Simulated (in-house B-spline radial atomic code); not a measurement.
# Cl³⁺: excited configurations in jj coupling

How much energy does it take to promote electrons of Cl³⁺ to other shells? Each configuration is solved by itself and compared with the reference.

Method: Dirac-Hartree-Fock, average of configuration, Fermi nucleus, basis-set limit. Code: in-house B-spline radial atomic code version 1.

### Step 1. What is computed

| Property | Result |
| --- | --- |
| element | chlorine (Z = 17) |
| charge | +3 |
| electrons | 14 |
| configuration | 1s2 2s2 2p6 3s2 3p-2 |
| Hamiltonian | Dirac-Coulomb |
| nucleus | Fermi, rms radius 3.365 fm |

In configurations, a minus sign after the shell means j = l − 1/2 and a plus sign j = l + 1/2; the count of electrons follows.

The run's settings:

```ini
Z = 17
electrons = 14.0
configuration = 1s2 2s2 2p6 3s2 3p-2
hamiltonian = dirac
method = hf
spin_polarised = False
nucleus = fermi
rms_radius = 3.3654
mass_number = 35
atomic_mass = 34.968852694
speed_of_light = 137.035999084
```

This reference run was done before. Its total energy is -458.194524 hartree, and its levels are (the highest eight at most):

```tsv
orbital	occupation	energy (eV)	<r> (bohr)
1s1/2	2	-2911.53	0.09083
2s1/2	2	-335.44	0.4384
2p1/2	2	-266.54	0.4011
2p3/2	4	-263.46	0.4053
3s1/2	2	-65.701	1.407
3p1/2	2	-51.340	1.528
```

### Step 2. Run with 1s2 2s2 2p6 3s2 3p+1 6s1

The run's settings:

```ini
Z = 17
electrons = 14.0
configuration = 1s2 2s2 2p6 3s2 3p+1 6s1
hamiltonian = dirac
method = hf
spin_polarised = False
nucleus = fermi
rms_radius = 3.3654
mass_number = 35
atomic_mass = 34.968852694
speed_of_light = 137.035999084
```

### Step 3. 1s2 2s2 2p6 3s1 3p+2 4d-1

The settings differ from step 2 so:

```diff
@@ -2,3 +2,3 @@
 electrons = 14.0
-configuration = 1s2 2s2 2p6 3s2 3p+1 6s1
+configuration = 1s2 2s2 2p6 3s1 3p+2 4d-1
 hamiltonian = dirac
```

### Step 4. 1s2 2s2 2p6 3s2 3p-1 6d-1

The settings differ from step 3 so:

```diff
@@ -2,3 +2,3 @@
 electrons = 14.0
-configuration = 1s2 2s2 2p6 3s1 3p+2 4d-1
+configuration = 1s2 2s2 2p6 3s2 3p-1 6d-1
 hamiltonian = dirac
```

### Step 5. 1s2 2s2 2p6 3s2 3p+1 4s1

The settings differ from step 4 so:

```diff
@@ -2,3 +2,3 @@
 electrons = 14.0
-configuration = 1s2 2s2 2p6 3s2 3p-1 6d-1
+configuration = 1s2 2s2 2p6 3s2 3p+1 4s1
 hamiltonian = dirac
```

### Step 6. Run with 1s2 2s2 2p-1 2p+4 3s2 3p-2 6p+1

The settings differ from step 5 so:

```diff
@@ -2,3 +2,3 @@
 electrons = 14.0
-configuration = 1s2 2s2 2p6 3s2 3p+1 4s1
+configuration = 1s2 2s2 2p-1 2p+4 3s2 3p-2 6p+1
 hamiltonian = dirac
```

### Step 7. Configuration 1s2 2s2 2p-1 2p+4 3s2 3p+2 7p+1

The settings differ from step 6 so:

```diff
@@ -2,3 +2,3 @@
 electrons = 14.0
-configuration = 1s2 2s2 2p-1 2p+4 3s2 3p-2 6p+1
+configuration = 1s2 2s2 2p-1 2p+4 3s2 3p+2 7p+1
 hamiltonian = dirac
```

### Step 8. Run with 1s2 2s2 2p6 3s2 3p+2

The settings differ from step 7 so:

```diff
@@ -2,3 +2,3 @@
 electrons = 14.0
-configuration = 1s2 2s2 2p-1 2p+4 3s2 3p+2 7p+1
+configuration = 1s2 2s2 2p6 3s2 3p+2
 hamiltonian = dirac
```

### Step 9. Configuration 1s2 2s2 2p6 3s2 3p-1 3p+1

The settings differ from step 8 so:

```diff
@@ -2,3 +2,3 @@
 electrons = 14.0
-configuration = 1s2 2s2 2p6 3s2 3p+2
+configuration = 1s2 2s2 2p6 3s2 3p-1 3p+1
 hamiltonian = dirac
```

**Question.** How far above the reference does each configuration lie (order and size, in eV)?

**Answer**, as computed:

| net move | configuration | energy above the reference (eV) | with Breit, QED, recoil (eV) | largest <r> (bohr) |
| --- | --- | --- | --- | --- |
| 3p1/2 → 3p3/2 | 1s2 2s2 2p6 3s2 3p-1 3p+1 | -0.647 | -0.654 | 1.53 |
| 2×3p1/2 → 2×3p3/2 | 1s2 2s2 2p6 3s2 3p+2 | -0.198 | -0.213 | 1.53 |
| 2×3p1/2 → 3p3/2, 4s | 1s2 2s2 2p6 3s2 3p+1 4s1 | 25.298 | 25.282 | 3.24 |
| 2×3p1/2 → 3p3/2, 6s | 1s2 2s2 2p6 3s2 3p+1 6s1 | 42.152 | 42.133 | 9.17 |
| 3p1/2 → 6d3/2 | 1s2 2s2 2p6 3s2 3p-1 6d-1 | 44.193 | 44.181 | 11.4 |
| 2×3p1/2, 3s → 2×3p3/2, 4d3/2 | 1s2 2s2 2p6 3s1 3p+2 4d-1 | 49.015 | 48.981 | 4.37 |
| 2p1/2 → 6p3/2 | 1s2 2s2 2p-1 2p+4 3s2 3p-2 6p+1 | 251.81 | 251.66 | 9.78 |
| 2p1/2, 2×3p1/2 → 2×3p3/2, 7p3/2 | 1s2 2s2 2p-1 2p+4 3s2 3p+2 7p+1 | 252.44 | 252.28 | 14.0 |

**Reading.** The lowest of them is 3p1/2 → 3p3/2 at -0.647 eV and the highest 2p1/2, 2×3p1/2 → 2×3p3/2, 7p3/2 at 252.44 eV. A negative value (3p1/2 → 3p3/2) means that this method puts that configuration under the reference. 2 of them lie more than 2 % above the ionisation threshold that Koopmans' theorem gives (51.340 eV), where such states can decay by emitting an electron. Two partly filled shells share a symmetry and can mix in the average, which may lower the energy, for: 2p1/2, 2×3p1/2 → 2×3p3/2, 7p3/2. These are averages over configurations, without correlation, not spectroscopic levels.
